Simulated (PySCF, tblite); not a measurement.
# C₄H₆BF₂Si radical: geometry, infrared bands and EPR parameters

Wanted: the infrared bands and EPR parameters of C₄H₆BF₂Si radical (`FB(F)C1=CC[CH][SiH2]1`), by calculation.

Computed with tblite 0.8.0 and PySCF 2.14.0, with density-fitted response routines of our own, on a single molecule in the gas phase. Atoms count from 0, in the outputs and in this text.

### Step 1. Starting geometry

14 atoms, charge 0, multiplicity 2; geometry from: force field or distance geometry start.

Bonds of the start (Å): F0–B1 1.47, B1–F2 1.46, B1–C3 1.54, C3–C4 1.33, C4–C5 1.45, C5–C6 1.51, C6–Si7 1.91, Si7–C3 1.87, C4–H8 1.12, C5–H9 1.13, C5–H10 1.12, C6–H11 1.09, Si7–H12 1.47, Si7–H13 1.45.

### Step 2. Geometry optimisation with GFN2-xTB

Job settings and geometry (Å):

```
{"job": {"kind": "relax", "xc": "GFN2-xTB", "basis": "xTB"}, "charge": 0, "multiplicity": 2}
F      3.102800    -0.444400     1.020400
B      2.256400    -0.563600    -0.170500
F      2.952900    -0.511000    -1.447400
C      0.751700    -0.279400     0.010300
C     -0.274900    -1.116900     0.067800
C     -1.591500    -0.534900     0.242800
C     -1.694200     0.866500    -0.321300
Si     0.050500     1.442300     0.205700
H     -0.102100    -2.216200    -0.044300
H     -2.340200    -1.148700    -0.339500
H     -1.976000    -0.592400     1.287900
H     -1.806100     0.840300    -1.407800
H      0.044500     1.883700     1.612200
H      0.625600     2.374300    -0.738600
```

Started as:

```bash
OMP_NUM_THREADS=1 python probes_run.py task.json out
```

One launch serves the whole session: the jobs run in the order shown.

Log:

```text
step      E/eV     max force
  0    -652.80298    3.988
  1    -653.45991    2.316
  2    -653.70465    2.042
  3    -653.78096    0.899
  4    -653.86787    0.616
  5    -653.89236    0.536
  6    -653.90933    0.354
  7    -653.92059    0.408
  8    -653.94178    0.482
  9    -653.96394    0.414
 10    -653.98200    0.382
 11    -653.99801    0.335
 12    -654.01468    0.366
 13    -654.03238    0.364
 14    -654.04602    0.315
 15    -654.05611    0.313
 16    -654.06756    0.350
 17    -654.08268    0.384
 18    -654.10260    0.514
 19    -654.09660    1.463
 20    -654.13680    0.352
 21    -654.15510    0.344
 22    -654.18227    0.428
 23    -654.19218    0.346
 24    -654.20921    0.338
 25    -654.21964    0.252
 26    -654.22879    0.319
 27    -654.23972    0.332
 28    -654.25301    0.333
 29    -654.26491    0.320
 30    -654.27419    0.340
 31    -654.28111    0.284
 32    -654.28809    0.260
 33    -654.29668    0.218
 34    -654.30919    0.234
 35    -654.31876    0.256
 36    -654.33062    0.331
 37    -654.34087    0.297
 38    -654.34625    0.170
 39    -654.34810    0.263
 40    -654.35165    0.114
 41    -654.35364    0.110
 42    -654.35599    0.099
 43    -654.35871    0.094
 44    -654.36142    0.097
 45    -654.36339    0.141
 46    -654.36503    0.138
 47    -654.36663    0.126
 48    -654.36812    0.075
 49    -654.36920    0.083
 50    -654.36978    0.057
 51    -654.37007    0.049
 52    -654.37026    0.039
 53    -654.37043    0.032
 54    -654.37062    0.036
 55    -654.37085    0.040
 56    -654.37114    0.049
 57    -654.37146    0.056
 58    -654.37178    0.058
 59    -654.37213    0.051
 60    -654.37253    0.056
 61    -654.37296    0.048
 62    -654.37337    0.044
 63    -654.37371    0.044
 64    -654.37397    0.033
 65    -654.37412    0.023
 66    -654.37420    0.019
 67    -654.37425    0.016
 68    -654.37428    0.011
 69    -654.37431    0.013
 70    -654.37433    0.015
 71    -654.37437    0.019
 72    -654.37443    0.028
 73    -654.37453    0.032
 74    -654.37464    0.026
 75    -654.37474    0.025
 76    -654.37486    0.033
 77    -654.37502    0.039
 78    -654.37527    0.048
 79    -654.37563    0.071
 80    -654.37613    0.081
 81    -654.37687    0.083
 82    -654.37797    0.101
 83    -654.37950    0.105
 84    -654.38108    0.133
 85    -654.36225    1.001
 86    -654.38286    0.119
 87    -654.38397    0.112
 88    -654.38313    0.636
 89    -654.38843    0.079
 90    -654.39077    0.081
 91    -654.38047    0.846
 92    -654.39346    0.075
 93    -654.39503    0.084
 94    -654.38550    0.837
 95    -654.39791    0.091
 96    -654.39956    0.112
 97    -654.39194    0.830
 98    -654.40324    0.115
 99    -654.40523    0.138
100    -654.40127    0.736
101    -654.41001    0.139
102    -654.41193    0.146
103    -654.41433    0.439
104    -654.41671    0.152
105    -654.41819    0.087
106    -654.42269    0.187
107    -654.42580    0.123
108    -654.43030    0.143
109    -654.43183    0.229
110    -654.42540    0.525
111    -654.43432    0.099
112    -654.43548    0.093
113    -654.43851    0.188
114    -654.43944    0.111
115    -654.44008    0.063
116    -654.44079    0.059
117    -654.44168    0.055
118    -654.44263    0.114
119    -654.44328    0.054
120    -654.44368    0.039
121    -654.44385    0.036
122    -654.44407    0.036
123    -654.44432    0.033
124    -654.44458    0.056
125    -654.44491    0.069
126    -654.44536    0.097
127    -654.44603    0.083
128    -654.44658    0.056
129    -654.44685    0.026
130    -654.44695    0.024
131    -654.44700    0.022
132    -654.44705    0.022
133    -654.44711    0.024
134    -654.44718    0.030
135    -654.44726    0.029
136    -654.44733    0.020
137    -654.44736    0.010
```

Run time: 0.74 s. Hardware: 1 thread of Arm Neoverse V2, shared host.

Along the way: (not every step is listed)

```
step  energy from step 0 (eV)  largest force (eV/Å)
   0                   0.0000                3.9877
   1                  -0.6569                2.3160
   2                  -0.9017                2.0422
   3                  -0.9780                0.8989
   4                  -1.0649                0.6161
   5                  -1.0894                0.5356
   6                  -1.1063                0.3545
   7                  -1.1176                0.4076
   8                  -1.1388                0.4823
  20                  -1.3338                0.3516
  32                  -1.4851                0.2600
  44                  -1.5584                0.0969
  56                  -1.5682                0.0486
  68                  -1.5713                0.0114
  80                  -1.5731                0.0809
  92                  -1.5905                0.0751
 104                  -1.6137                0.1523
 116                  -1.6378                0.0585
 128                  -1.6436                0.0558
 132                  -1.6441                0.0220
 133                  -1.6441                0.0242
 134                  -1.6442                0.0295
 135                  -1.6443                0.0285
 136                  -1.6443                0.0198
 137                  -1.6444                0.0099
```

Close pairs (by a distance rule), those that changed most:

```
  bond  before (Å)  after (Å)  change (Å)
 F0–B1       1.466      1.327      -0.139
 B1–F2       1.455      1.327      -0.128
C6–Si7       1.911      1.853      -0.058
 C4–C5       1.450      1.494      +0.044
 C4–H8       1.118      1.082      -0.036
 C5–C6       1.514      1.480      -0.034
 C5–H9       1.130      1.099      -0.031
C3–Si7       1.869      1.893      +0.023
```

The next job starts from the end point, and lists it.

### Step 3. Infrared spectrum with GFN2-xTB

Job settings and geometry (Å):

```
{"job": {"kind": "ir", "xc": "GFN2-xTB", "basis": "xTB"}, "charge": 0, "multiplicity": 2}
F      3.255205     0.373462     0.198036
B      2.305645    -0.540492     0.047479
F      2.784272    -1.773878    -0.059327
C      0.814324    -0.194455     0.010235
C     -0.152387    -1.117663    -0.111324
C     -1.576332    -0.666980    -0.124583
C     -1.619907     0.806716     0.002653
Si     0.075272     1.543547     0.133819
H      0.047763    -2.177744    -0.197747
H     -2.070760    -1.005163    -1.045888
H     -2.131885    -1.154010     0.688897
H     -2.580862     1.292116     0.011282
H      0.377345     2.206270     1.409542
H      0.471629     2.407802    -0.985241
```

Log:

```text
mode    cm-1     km/mol
  1      38.0      0.26
  2     108.5      0.31
  3     110.7      2.10
  4     187.6      3.96
  5     289.7      7.71
  6     297.5      6.99
  7     365.5      0.42
  8     452.5     10.53
  9     467.6     25.21
 10     480.6     27.54
 11     483.2     17.94
 12     581.7    196.55
 13     591.3     40.25
 14     641.4    133.70
 15     657.6      0.92
 16     751.1      2.64
 17     788.9    167.64
 18     818.4     85.24
 19     872.2      0.45
 20     969.5     33.10
 21     974.8     18.32
 22    1056.2      0.09
 23    1064.8     15.46
 24    1203.5     46.85
 25    1224.9    300.39
 26    1270.2      9.76
 27    1285.4     17.92
 28    1305.7    525.32
 29    1396.7     43.08
 30    1609.5    205.55
 31    2186.5    406.39
 32    2213.7    165.03
 33    2850.0     10.70
 34    2895.3     27.10
 35    3046.4     43.43
 36    3100.7     32.79
```

Run time: 0.37 s. Hardware: 1 thread of Arm Neoverse V2, shared host.

Which atoms move in the most intense modes:

```
cm⁻¹  km/mol                         atoms
 582   196.6              B1 42 %, C3 31 %
 641   133.7  H12 29 %, H13 29 %, Si7 19 %
 789   167.6            H12 44 %, H13 44 %
1225   300.4              B1 64 %, F0 13 %
1306   525.3              B1 57 %, C3 21 %
1610   205.6              C4 48 %, C3 47 %
2186   406.4            H12 56 %, H13 40 %
2214   165.0            H13 57 %, H12 41 %
```

### Step 4. EPR parameters: B3LYP/pcH-1

Same as in step 3 but for these lines:

```diff
@@ -1,2 +1,2 @@
-{"job": {"kind": "ir", "xc": "GFN2-xTB", "basis": "xTB"}, "charge": 0, "multiplicity": 2}
+{"job": {"kind": "epr", "basis": "pcH-1"}, "charge": 0, "multiplicity": 2}
 F      3.255205     0.373462     0.198036
```

Method: UKS B3LYP, pcH-1 on B C F H Si, non-relativistic, mean-field spin-orbit, GIAO.

Log:

```text
UKS, coarse grid
  cycle   1  E = -670.06712203  |g| = 5.40e-01
  cycle   2  E = -669.98325234  |g| = 7.64e-01
  cycle   3  E = -670.17021496  |g| = 4.61e-02
  cycle   4  E = -670.17057842  |g| = 3.35e-02
  cycle   5  E = -670.17111485  |g| = 8.64e-03
  cycle   6  E = -670.17114887  |g| = 4.54e-03
  cycle   7  E = -670.17115917  |g| = 1.23e-03
  cycle   8  E = -670.17116008  |g| = 4.00e-04
UKS, final grid
  cycle   1  E = -670.17118576  |g| = 4.61e-04
  cycle   2  E = -670.17118563  |g| = 7.09e-04
  cycle   3  E = -670.17118587  |g| = 1.21e-04
  cycle   4  E = -670.17118588  |g| = 2.98e-05
E = -670.17118588 Eh   <S^2> = 0.7537 (exact 0.7500)
g shifts (ppm)      1          2          3
  rmc          -124       -124       -124
  gc             -2         26         18
  oz_so          28        460        763
  total         -98        362        656
hyperfine (MHz)  atom isotope    a_iso     a_fc   dipolar eigenvalues
    0   19F      -0.31      -0.30     -1.32     -0.21      1.53
    1   11B      -0.50      -0.50     -0.39     -0.21      0.60
    2   19F      -0.86      -0.86     -1.18      0.02      1.16
    3   13C      -2.55      -2.55     -1.76     -0.24      2.00
    4   13C       1.26       1.26     -2.31      0.43      1.88
    5   13C     -30.42     -30.43     -2.60      0.72      1.88
    6   13C      80.32      80.42    -76.02    -74.83    150.85
    7  29Si      47.28      47.36     -2.59     -0.75      3.34
    8    1H      -2.92      -2.92     -2.26     -1.49      3.75
    9    1H      97.20      97.20     -5.27     -3.49      8.76
   10    1H      97.87      97.87     -5.29     -3.47      8.76
   11    1H     -57.32     -57.33    -36.28     -0.68     36.96
   12    1H      61.10      61.10     -3.30     -1.81      5.11
   13    1H      61.62      61.62     -3.31     -1.80      5.11
```

Run time: 80 s. Hardware: 1 thread of Arm Neoverse V2, shared host; peak memory 0.97 GiB.

Principal g values 2.00222, 2.00268, 2.00298; g(iso) = 2.00263, against 2.00232 for a free electron.

Hyperfine couplings; where a row names several nuclei, a(iso) is their mean (it holds for fast rotation or exchange) and the dipolar term the largest among them:

```
  nuclei  isotope  a(iso) (MHz)  a(iso) (G, at g = 2.0023)  largest dipolar term (MHz)
 H9, H10       1H          97.5                       34.8                         8.8
      C6      13C          80.3                       28.7                       150.9
H12, H13       1H          61.4                       21.9                         5.1
     H11       1H         -57.3                      -20.5                        37.0
     Si7     29Si          47.3                       16.9                         3.3
      C5      13C         -30.4                      -10.9                        -2.6
      H8       1H          -2.9                       -1.0                         3.7
      C3      13C          -2.5                       -0.9                         2.0
      C4      13C           1.3                        0.4                        -2.3
  F0, F2      19F          -0.6                       -0.2                         1.5
      B1      11B          -0.5                       -0.2                         0.6
```

Mulliken spin populations:

F0 0.00; B1 0.00; F2 0.00; C3 -0.01; C4 0.02; C5 -0.08; C6 1.01; Si7 -0.03; H8 0.00; H9 0.04; H10 0.04; H11 -0.04; H12 0.03; H13 0.03

In first order the couplings over 0.8 MHz of 1H give 36 distinct lines over 134.9 G, if the averaged nuclei exchange fast.

Orbitals, density, ELF and potential are computed afterwards from the orbital file.

ELF in a plane through or near 10 of the atoms.

Ten even steps from '0' (0.00) to '9' (1.00):
```
0000000000000000000000000000
0000000000000000000000000000
0000000000000000000000000000
0000000000000111000000000000
0000000000012332100000000000
0000000000023211210011000000
0000024300010560452488500000
0001478830151662886999930000
0003785841489635813999930000
0003687835846731543677400000
0000012194922742588400000000
0000025614768528572410000000
0001586472025237736620000000
0001378872069995124210000000
0000136750089995001000000000
0000000100089993000000000000
0000000000037750000000000000
0000000000000000000000000000
0000000000000000000000000000
0000000000000000000000000000
```
The map spans 11.6 Å across and 9.9 Å up, centred on the molecule. Atoms in the plane (x, y in Å): F0 (-3.2, 0.7), B1 (-2.4, -0.3), F2 (-3.0, -1.5), C3 (-0.8, -0.1), C4 (0.0, -1.1), C5 (1.5, -0.8), C6 (1.7, 0.6), Si7 (0.1, 1.5), H8 (-0.3, -2.2), H11 (2.7, 1.0).

log10 of the density (e/Å³) in the same plane.

Ten even steps from ' ' (-4.0) to '@' (2.1):
```
                                                        
                      ............                      
                    ..::::::::::....                    
                ....::------------::....                
                ..::--============--::::....            
        ::::----::::--==++++++++====------::::..        
      ::--======----==++++##%%**++++========--::        
    ::--++**##**++====++**%%@@************++==::..      
    ::==++##@@##**++++************##%%****++==::..      
    ::==++######************++++**####**++==--::..      
    ..--==++****%%****####****++******++==--::..        
    ..--==++**************##******@@##++==--::..        
    ..--++**%%%%**++++++**##%%********++==--::..        
    ..--==**####**====++******++++++++====--::..        
      ::--++++++++==--==******++======----::..          
        ::--------::----======----::::::::..            
          ..........::::------::::........              
                      ..........                        
                                                        
                                                        
```
The map spans 11.6 Å across and 9.9 Å up, centred on the molecule. Atoms in the plane (x, y in Å): F0 (-3.2, 0.7), B1 (-2.4, -0.3), F2 (-3.0, -1.5), C3 (-0.8, -0.1), C4 (0.0, -1.1), C5 (1.5, -0.8), C6 (1.7, 0.6), Si7 (0.1, 1.5), H8 (-0.3, -2.2), H11 (2.7, 1.0).

On the surface of density 0.002 e/bohr³ the electrostatic potential runs, from the 1st to the 99th percentile, from -0.96 V near F2 to 1.34 V near B1.

The spin density lies nearest to C6 68 %; H11 9 %.

### Step 5. Outcome

```
                                 quantity                    value
strongest single infrared mode (GFN2-xTB)    1306 cm⁻¹, 525 km/mol
             zero-point energy (GFN2-xTB)            55.2 kcal/mol
                           g(iso) (B3LYP)                  2.00263
                                     ⟨S²⟩       0.754 (exact 0.75)
       largest a(iso) (averaged by class)  1H on H9, H10, 97.5 MHz
    surface potential, 1st and 99th percentile       -0.96 V and 1.34 V
```

What this shows: Relaxing lowered the energy by 1.644 eV in 137 steps; the close pair that moved most is F0–B1, from 1.466 to 1.327 Å. All 36 modes are real, so the xTB geometry is a minimum. The strongest single mode, at 1306 cm⁻¹, moves mainly B1. Unscaled tight-binding wavenumbers are off by several per cent, some by more. Its intensities can rank the bands wrongly. Most of the unpaired spin sits on C6 (1.01 e). The isotropic g lies 0.3 ppt above the free-electron value.
